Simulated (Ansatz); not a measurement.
# MnSe (rocksalt type): how the settings move a single-point run

Aim: see which settings change the result for MnSe (rocksalt type), by how much, and at what cost.

Computed with Ansatz 0.2.0 (reference: DFT, PBEsol, all-electron LAPW, scalar-relativistic, unless a step's input says otherwise).

1 further run of the same task is left out (it didn't finish).

## (1) The structure to begin with

The structure is cubic, space group Fm-3m (No. 225). The conventional cell has a = 4.828 Å, b = 4.828 Å, c = 4.828 Å, α = 90.00°, β = 90.00°, γ = 90.00°. Mn (site symmetry m-3m) is surrounded by 6 Se at 2.41 Å. Se (site symmetry m-3m) is surrounded by 6 Mn at 2.41 Å.

Structure file:

```xyz
2
Lattice="0.0000 2.4138 2.4138 2.4138 0.0000 2.4138 2.4138 2.4138 0.0000" Properties=species:S:1:pos:R:3 pbc="T T T"
Mn    0.0000    0.0000    0.0000
Se    2.4138    2.4138    2.4138
```

## (2) The reference run

input.yaml

```yaml
crystal:
  lattice:
    - [0.0, 2.413799561, 2.413799561]
    - [2.413799561, 0.0, 2.413799561]
    - [2.413799561, 2.413799561, 0.0]
  atoms:
    - { symbol: Mn, position: [0.0, 0.0, 0.0], spin: 3.0 }
    - { symbol: Se, position: [0.5, 0.5, 0.5] }
magnetization:
  spin_polarized: true
kpoints:
  mp_grid: { grid: [15, 15, 15] }
scf:
  occupations: { method: fermi_dirac, width: 0.08 }
hamiltonian:
  xc: pbesol
  pseudopotentials: { kind: all_electron, lapw: { basis_error: 0.001 } }
output:
  forces: true
  stress: true
  eigenvalues: true
  populations: true
```

The run is started by

```sh
$ ansatz run input.yaml --threads 1 --pin off --max-ram 3072MiB --backend cpu --events-out ev --progress --plain --runs-dir out
```

## (3) Changed: mp_grid.shift [0.5, 0.5, 0.5]

input.yaml: that of step 2 with these lines changed.

```diff
@@ -11,3 +11,3 @@
 kpoints:
-  mp_grid: { grid: [15, 15, 15] }
+  mp_grid: { grid: [15, 15, 15], shift: [0.5, 0.5, 0.5] }
 scf:
```

**Question.** What will these runs give? Wanted: for each run, ending; energy change; pressure; abs. moment; force.

The runs gave:

```tsv
run	ending	energy change	pressure (GPa)	abs. moment (μB)	force (eV/Å)	cycles	time
reference	converged	0	24.1	3.35	0.00	10	20 s
1: mp_grid.shift [0.5, 0.5, 0.5]	converged	0.0 meV/atom	24.4	3.38	0.00	10	54 s
```

Residual by cycle in the longest SCF loop of each run; runs are numbered as in the table. The quantity is the density residual dr2, in eV.

```tsv
cycle	reference	run 1
1	0.144	0.145
2	0.0497	0.0494
3	0.0317	0.0326
4	0.00563	0.00546
5	0.00244	0.00249
6	8.9e-5	9.2e-5
7	5.0e-6	5.4e-6
8	2.2e-7	2.5e-7
9	1.5e-8	1.5e-8
10	1.3e-9	1.1e-9
```

What this shows: Changing the k-point mesh moves the energy by 0.0 meV/atom, and the pressure goes from 24.1 to 24.4 GPa. The energy is not variational in the mesh, so the sign tells nothing. Cost: 54 s against 20 s. The structure is not at rest: the sound run finds 24 GPa, so these are no properties of the relaxed crystal. 
